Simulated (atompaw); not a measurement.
# Ge: the cost of one run

Method: atompaw 4.2.0.5, PBE, scalar-relativistic.

## (1) The atom and the settings

The settings as typed:

- element: germanium (Ge, Z = 32)
- type: PAW
- frozen core: [Ne]
- valence charge: 22
- reference configuration: 3s2 3p6 3d10 4s2 4p2
- partial waves: 3s (bound): rc 1.00 bohr; 4s (bound): rc 1.45 bohr; 3p (bound): rc 1.05 bohr; 4p (bound): rc 1.20 bohr; 3d (bound): rc 1.45 bohr; 3d channel at -1.55 Ry: rc 1.45 bohr
- local potential: bessel scheme, radius 1.30 bohr
- core correction: smooth core density matched at 1.00 bohr
- augmentation charge: sinc compensation charge, radius 1.20 bohr; PAW radius 1.45 bohr; waves and projectors: custom rrkj vanderbiltortho

An earlier all-electron run gives the scale for the radii.

All-electron outer shells of the reference configuration (PBE, scalar-relativistic, ld1.x):

| shell | level (eV) | outermost node (bohr) | outermost maximum (bohr) |
| --- | --- | --- | --- |
| 2s | -1371.79 | 0.06 | 0.18 |
| 2p | -1198.71 | – | 0.14 |
| 3s | -168.49 | 0.26 | 0.54 |
| 3p | -115.62 | 0.23 | 0.54 |
| 3d | -29.31 | – | 0.50 |
| 4s | -11.73 | 0.77 | 1.75 |
| 4p | -3.90 | 0.82 | 2.22 |

## (2) Generating the potential

Ge.input reads:

```
Ge 32
GGA-PBE scalarrelativistic loggrid 1500 logderivrange -14 5 476
4 4 3 0 0 0
4 1 2
0 0 0
c
c
v
v
c
v
v
v
2
1.45 1.20 1.30 1.00
n
n
y
-1.55
n
custom rrkj vanderbiltortho sinc
bessel
1.00
1.45
1.05
1.20
1.45
1.45
PWSCFOUT
UPFDX 0.0125d0 UPFXMIN -7.d0 UPFZMESH 32.d0
END
```

On the command line:

```
$ atompaw < Ge.input > Ge.log
```

**Question.** How long does this run take on 1 thread of Intel Xeon Platinum 8259CL at 2.50GHz, shared host?

About 14 s.
